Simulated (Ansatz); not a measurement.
Run this with Ansatz 0.2.0 through its Python package and show what comes out.

The script, `cohesive_srcd.py`:
```python
"""Cohesive energy of SrCd from free atoms."""

from collections import Counter

import ansatz as az


def counts(outcome):
    return Counter(site.symbol for site in outcome.lattice.sites)

UNPAIRED = {"Sr": 0, "Cd": 0}  # unpaired electrons of the free atoms


def compute(name, crystal):
    calc = (
        crystal.calculation()
        .functional(az.Functional.R2SCAN)
        .basis(600)
        .kpoints(spacing=0.14)
        .occupations("gaussian", width=0.02)
    )
    if name.endswith(" atom"):
        calc = calc.kpoints(1, 1, 1).occupations("fermi_dirac", width=0.01)
        if UNPAIRED[name.split()[0]]:
            calc = calc.spin("collinear")
        return calc.run(threads=1)
    calc = calc.relax(force_tolerance=0.02, max_steps=60, cell=True)
    return calc.run(threads=1)

phases = {}
srcd = (
    az.Lattice.of((4.003, 0.0, 0.0), (0.0, 4.003, 0.0), (0.0, 0.0, 4.003))
    .atom("Sr", (0.5, 0.5, 0.5))
    .atom("Cd", (0.0, 0.0, 0.0))
)
phases["SrCd"] = srcd
# free atoms: a low-symmetry box, moments by the rule of Hund
for element, moment in UNPAIRED.items():
    phases[f"{element} atom"] = az.Lattice.orthorhombic(10.0, 10.5, 11.0).atom(element, (0.5, 0.5, 0.5), moment=moment or None)

done = {name: compute(name, crystal) for name, crystal in phases.items()}

for element in UNPAIRED:
    atom = done[f"{element} atom"].report
    print(f"{element} atom: {atom['energy_sigma0_ev']:.4f} eV, moment {atom['magnetization_mub']:.2f} muB")
solid = done["SrCd"]
n = counts(solid)
binding = (sum(k * done[f"{e} atom"].report["energy_sigma0_ev"] for e, k in n.items()) - solid.report["energy_sigma0_ev"]) / sum(n.values())
print(f"cohesive energy {binding:.3f} eV/atom = {96.4853 * binding:.0f} kJ/mol of atoms (no zero-point energy)")
```

```console
$ python cohesive_srcd.py
Sr atom: -3553.3684 eV, moment 0.00 muB
Cd atom: -8267.1137 eV, moment 0.00 muB
cohesive energy 1.749 eV/atom = 169 kJ/mol of atoms (no zero-point energy)
```

Absolute energies stand on the zero of these potentials, so only differences at equal settings mean something. The magnetic order follows from the starting moments and needn't be the lowest. For the metals among these phases the mesh is modest: differences between phases can be off by up to 40 meV an atom. r2SCAN tends to overestimate the moments of itinerant magnets. The cells come from databases of deposited and of computed structures, and not all need be stable phases. Free atoms in a box carry small image and symmetry errors, and spin-orbit coupling is left out. Finished in 120 s on 1 thread of Arm Neoverse V1, on a shared host, peak memory 2.6 GiB.
